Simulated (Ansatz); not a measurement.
**H₃ (doublet): from Hartree-Fock to the top rungs at distance H1–H2 along a hydrogen transfer = 1.028 Å, cc-pVQZ**

The task here is to estimate one member of a computed series from the others.

Program: Ansatz 0.2.0, Gaussian basis. Level of theory: cc-pVQZ, core rule «outside noble gas», up to 0 orbitals frozen. These are calculated values, not measurements.

Plan: UHF; CCSD(T) on ROHF; CCSD(T) on UHF; BCCD(T) on ROHF; CISD; CCSDT on ROHF; CCSDT on UHF; CASSCF and NEVPT2, 3 electrons in 3 orbitals; Full CI.

4 further runs of the same task are left out: 4 that didn't finish.

### The geometry

The geometry derives from fragments relaxed apart (PBE0/def2-TZVP) and kept rigid, so it is no stationary point. A hydrogen atom is moved between rigid fragments.

3 atoms, charge 0, spin multiplicity 2.

Atoms are counted from 1 here; the program's logs count them from 0.

No contacts short enough for the rule that draws bonds.

Coordinates:

```
H     0.00000    0.00000   -0.97133
H     0.00000    0.00000    0.05667
H     0.00000    0.00000    0.91467
```

Set-up of the first run:

Input file in.yaml:

```yaml
crystal:
  periodic: [false, false, false]
  atoms:
    - {symbol: H, position_ang: [0.000000, 0.000000, -0.971333]}
    - {symbol: H, position_ang: [0.000000, 0.000000, 0.056667]}
    - {symbol: H, position_ang: [0.000000, 0.000000, 0.914667]}
basis:
  gaussian: {orbitals: cc-pVQZ}
magnetization: {spin_polarized: true, initial_magnetization: 1}
hamiltonian: {xc: hf}
output: {orbitals: {seedname: orbitals}}
```

The run is started by

```
> ansatz run in.yaml --threads 1 --pin off --events-out ev --progress --plain --max-ram 2393MiB
```

Steps of the session up to this table: UHF; CCSD(T) on ROHF; CCSD(T) on UHF; BCCD(T) on ROHF; CISD; CCSDT on ROHF; CCSDT on UHF; CASSCF and NEVPT2, 3 electrons in 3 orbitals; Full CI.

One table of the session follows, with a row left open; its other results are not shown here.

It belongs to the step «Misses and costs». 

```
        method  from FCI (kcal/mol)
          ROHF               +37.88
           UHF               +32.62
          RMP2                +7.73
          UMP2                    ?
          CISD                +0.41
         RCCSD                +0.44
         UCCSD                +0.36
      RCCSD(T)                +0.07
      UCCSD(T)                +0.07
       BCCD(T)                +0.07
        RCCSDT                 0.00
        UCCSDT                 0.00
CASSCF valence               +20.86
NEVPT2 valence                +5.29
           FCI                    0
```

Q: Estimate the row for UMP2 from the others.

The run gave: from FCI (kcal/mol): +7.57. In the column «from FCI (kcal/mol)» it lies between NEVPT2 valence (+5.29) and RMP2 (+7.73).

To keep in mind: Restricted and unrestricted rows rest on different reference determinants; where their highest levels disagree by more than a few hundredths of an eV, they describe different states and don't form one ladder.
